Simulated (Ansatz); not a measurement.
# C3H10GeS: the cost of one run

Method: RKS B3LYP/def2-SVP, in Ansatz 0.2.0.

### Step 1. The starting structure

Bond lengths: C1–C2 1.470 Å, C2–C3 1.512 Å, C3–S4 1.916 Å, C3–Ge5 1.951 Å, C1–H6 1.175 Å, C1–H7 1.091 Å, C1–H8 1.115 Å, C2–H9 1.093 Å, C2–H10 1.103 Å, C3–H11 1.129 Å, S4–H12 1.377 Å, Ge5–H13 1.609 Å, Ge5–H14 1.564 Å, Ge5–H15 1.528 Å. Angles (14 of 25 angles, heavy atoms first): C1–C2–C3 111.4°, C2–C3–S4 110.3°, C2–C3–Ge5 112.7°, S4–C3–Ge5 106.1°, C1–C2–H9 111.0°, C1–C2–H10 107.2°, C3–C2–H9 108.3°, C3–C2–H10 108.3°, C2–C1–H6 111.6°, C2–C1–H7 113.8°, C2–C1–H8 110.2°, C2–C3–H11 112.2°, S4–C3–H11 106.9°, Ge5–C3–H11 108.4°.

Coordinates:

```xyz
15

C    -1.7013   -0.4782   -0.5806
C    -0.2690   -0.7741   -0.7277
C     0.4901   -0.4736    0.5444
S     2.2575   -1.2071    0.4541
Ge    0.7147    1.4395    0.8513
H    -1.8946    0.6738   -0.4559
H    -2.1682   -0.9740    0.2722
H    -2.2446   -0.7226   -1.5235
H     0.1709   -0.1869   -1.5374
H    -0.1796   -1.8534   -0.9382
H    -0.0058   -0.9245    1.4526
H     2.5769   -0.4612   -0.6585
H    -0.7163    2.1035    1.1692
H     1.6297    1.6886    2.0949
H     1.3179    2.0993   -0.3874
```

### Step 2. End point A

The input, input.yaml:

```yaml
crystal:
  periodic: [false, false, false]
  atoms:
    - { symbol: C, position_ang: [-1.7013, -0.4782, -0.5806] }
    - { symbol: C, position_ang: [-0.269, -0.7741, -0.7277] }
    - { symbol: C, position_ang: [0.4901, -0.4736, 0.5444] }
    - { symbol: S, position_ang: [2.2575, -1.2071, 0.4541] }
    - { symbol: Ge, position_ang: [0.7147, 1.4395, 0.8513] }
    - { symbol: H, position_ang: [-1.8946, 0.6738, -0.4559] }
    - { symbol: H, position_ang: [-2.1682, -0.974, 0.2722] }
    - { symbol: H, position_ang: [-2.2446, -0.7226, -1.5235] }
    - { symbol: H, position_ang: [0.1709, -0.1869, -1.5374] }
    - { symbol: H, position_ang: [-0.1796, -1.8534, -0.9382] }
    - { symbol: H, position_ang: [-0.0058, -0.9245, 1.4526] }
    - { symbol: H, position_ang: [2.5769, -0.4612, -0.6585] }
    - { symbol: H, position_ang: [-0.7163, 2.1035, 1.1692] }
    - { symbol: H, position_ang: [1.6297, 1.6886, 2.0949] }
    - { symbol: H, position_ang: [1.3179, 2.0993, -0.3874] }
basis:
  gaussian: { orbitals: def2-SVP }
hamiltonian:
  xc: b3lyp
relax:
  f_tol: 0.015
  max_steps: 40
```

The run is started by

```bash
ansatz run input.yaml --threads 2 --pin off --max-ram 3072MiB --backend cpu --events-out ev --progress --plain --runs-dir out
```

**Question.** How long does this run take on 2 threads of Intel Xeon Platinum 8488C (Sapphire Rapids), shared host, and how much memory does it need?

About 53 s, with a peak of 0.46 GiB.
